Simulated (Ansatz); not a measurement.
# LiGd: properties of a relaxed candidate

Aim: for this structure of LiGd, compute bands, density of states and charges.

Computed with Ansatz 0.2.0 (DFT PBE, scalar-relativistic, plane waves, PAW, unless a step's input says otherwise).

1 further run of the same task is left out (it didn't finish).

## (1) The structure to begin with

Symmetry: Pm-3m, No. 221, cubic system. The conventional cell has a = 3.750 Å, b = 3.750 Å, c = 3.750 Å, α = 90.00°, β = 90.00°, γ = 90.00°. Li (site symmetry m-3m) is surrounded by 8 Gd at 3.25 Å. Gd (site symmetry m-3m) is surrounded by 8 Li at 3.25 Å.

Coordinates:

```cif
data_structure
_symmetry_space_group_name_H-M 'P 1'
_symmetry_Int_Tables_number 1
_cell_length_a 3.7499
_cell_length_b 3.7499
_cell_length_c 3.7499
_cell_angle_alpha 90.000
_cell_angle_beta 90.000
_cell_angle_gamma 90.000
_cell_volume 52.73
loop_
_atom_site_label
_atom_site_type_symbol
_atom_site_fract_x
_atom_site_fract_y
_atom_site_fract_z
_atom_site_occupancy
Li1 Li 0.50000 0.50000 0.50000 1
Gd1 Gd 0.00000 0.00000 0.00000 1
```

It is the end of an earlier relaxation with the same method, from a database cell with other species swapped in; it is a trial structure. At a tolerance of 0.05 Å it has space group Pm-3m (No. 221); it has 26.37 Å³/atom, an uncorrected energy of +0.13 eV/atom over the elements.

## (2) Bands, states and charges

input.yaml

```yaml
crystal:
  lattice:
    - [3.749913813, 0.0, 0.0]
    - [0.0, 3.749913813, 0.0]
    - [0.0, 0.0, 3.749913813]
  atoms:
    - { symbol: Li, position: [0.5, 0.5, 0.5] }
    - { symbol: Gd, position: [0.0, 0.0, 0.0], spin: 7.96 }
basis:
  ecutwfc: 420
kpoints:
  mp_grid: { grid: [16, 16, 16] }
  band_path:
    path:
      - [[0.0, 0.0, 0.0], [0.0, 0.5, 0.0], [0.5, 0.5, 0.0], [0.0, 0.0, 0.0], [0.5, 0.5, 0.5], [0.0, 0.5, 0.0]]
      - [[0.5, 0.5, 0.5], [0.5, 0.5, 0.0]]
    npoints: 14
hamiltonian:
  xc: pbe
scf:
  occupations: { method: gaussian, width: 0.1 }
  n_extra_bands: 6
output:
  forces: true
  stress: true
  eigenvalues: true
  populations: true
  dos: { projected: true, de: 0.02, nscf_kmesh: { grid: [20, 20, 20] } }
  bader: true
  write_density: true
  write_potential: true
  elf: true
  volumetric_format: npy
magnetization:
  spin_polarized: true
checkpoint:
  read: start.run
  write: ck
  compress: false
  write_wavefunctions: false
  write_every: 100000
```

Command:

```console
$ ansatz run input.yaml --threads 1 --pin off --max-ram 2048MiB --backend cpu --events-out ev --progress --plain --runs-dir out
```

What does the calculation give? Wanted: gap; states at the Fermi level; Bader charges.

**Answer**, as computed:

| quantity | value |
| --- | --- |
| gap | none (metal) |
| states at the Fermi level | 2.71 per eV per cell |
| Bader charges | Li +0.79, Gd -0.79 e |

**Reading.** There is no gap at this level. Of the projected weight within 0.25 eV of the Fermi level, the largest part is Gd 5d (57 %) and Gd 4f (35 %). Charge transfer between the atoms is strong (Bader charges up to 0.8 e). Spin-orbit coupling is left out, which matters for the bands of Gd. The open f shell has no Hubbard U here, which places its levels poorly. Other magnetic orders were not searched.
